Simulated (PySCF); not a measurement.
# C6H5I: the cost of one run

Programs: PySCF 2.14.0, with routines of our own; each step states its level. All values are computed. Atoms count from 0.

### Step 1. The system as given

12 atoms, charge 0, multiplicity 1; geometry from: GFN2-xTB.

### Step 2. Geometry optimisation at PBE0-D3(BJ)/def2-SVP

The job: settings as JSON, then the geometry in Å.

```
{"job": {"xc": "PBE0", "basis": "def2-SVP", "d3": "d3bj", "grid": 1, "maxiter": 30, "shake": 0.01, "kind": "geom"}, "charge": 0, "multiplicity": 1}
I      3.377520    -0.569670    -0.177380
C      1.261820    -0.210160    -0.072540
C      0.770520     1.089560    -0.054740
C     -0.541800     1.309390     0.023610
C     -1.452700     0.228440     0.065550
C     -0.961210    -1.053840     0.048230
C      0.416110    -1.288330    -0.022320
H      1.487680     1.933130    -0.089010
H     -0.954060     2.323920     0.065310
H     -2.516730     0.405400     0.143150
H     -1.643110    -1.901900     0.097080
H      0.795640    -2.294210    -0.035960
```

The run is started by

```bash
> OMP_NUM_THREADS=1 python heavy_run.py task.json out
```

This one command runs all jobs of the session in turn.

**Question.** How long does this first job take on 1 thread of Arm Neoverse N1, shared host, and how much memory does it need?

About 1.7 min, with a peak of 0.59 GiB.
